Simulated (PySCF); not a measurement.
**CuF3: singlet, from a trigonal planar start**

Where does singlet CuF3 go from a trigonal planar start, is the end point a minimum, and what are its modes, charges and moments?

Method: PBE0, basis Cu def2-TZVP, F def2-TZVP, no relativity, density fitting; program: PySCF 2.14.0.

### 1 The starting structure

4 atoms, charge 0, spin multiplicity 1.

Bond lengths: Cu1–F2 1.760 Å, Cu1–F3 1.760 Å, Cu1–F4 1.760 Å. Angles: F2–Cu1–F3 120.0°, F2–Cu1–F4 120.0°, F3–Cu1–F4 120.0°.

```xyz
4
charge 0 multiplicity 1
Cu    0.0000    0.0000    0.0000
F     1.7600    0.0000    0.0000
F    -0.8800    1.5242    0.0000
F    -0.8800   -1.5242    0.0000
```

### 2 First SCF at the start

The steps below are one call of a driver around PySCF. For each, scf.py gives the equivalent set-up of the SCF; relaxations use the driver's own optimiser. After this first run the driver tries any further starts and a stability analysis.

scf.py

```python
from pyscf import gto, scf, dft
mol = gto.M(atom='''
Cu     0.000000     0.000000     0.000000
F      1.760000     0.000000     0.000000
F     -0.880000     1.524200     0.000000
F     -0.880000    -1.524200     0.000000''',
    basis={'Cu': 'def2-TZVP', 'F': 'def2-TZVP'},
    charge=0, spin=0)
mf = dft.RKS(mol, xc='PBE0')
mf.grids.atom_grid = (50, 194)
aux = {'Cu': 'def2-universal-JKFIT', 'F': 'def2-universal-JKFIT'}
mf = mf.density_fit(auxbasis=aux)
mf.conv_tol = 1e-08
mf.diis_space = 10
mf.max_cycle = 60
mf.init_guess = 'minao'
mf.verbose = 4
mf.kernel()
```

On the command line:

```
$ OMP_NUM_THREADS=4 python axn.py task.json out
```

Further steps of the session: Relaxing the singlet from the trigonal planar start; Relaxing without the symmetry constraint; Vibrations and properties at this point.

**Question.** What will these runs give? Wanted: minimum; geometry; wavenumbers; dipole moment; highest occupied, lowest empty level; polar-tensor charge of Cu1; zero-point energy; atomisation energy.

**Answer**, as computed:

| quantity | value |
| --- | --- |
| minimum | singlet, C2v |
| geometry | Cu–F 1.695 Å (×2), Cu–F 1.703 Å; F–Cu–F 98.2° (×2), F–Cu–F 163.6° |
| wavenumbers (cm⁻¹) | 207 (b2), 230 (b1), 231 (a1), 629 (a1), 666 (a1), 779 (b2) |
| dipole moment | 1.87 D |
| highest occupied, lowest empty level | -11.33, -7.33 eV |
| polar-tensor charge of Cu1 | +1.32 e |
| zero-point energy | 16.4 kJ/mol |
| entropy at 298.15 K | 296.8 J/(mol K) |
| atomisation energy (no zero-point energy) | 810 kJ/mol |

What this shows: From D3h at the start the molecule goes to a C2v minimum. The strongest infrared band lies at 779 cm⁻¹ (b2, stretch). Other starts or spin states, not run here, may lie lower. The stability of the closed-shell solution was not tested.
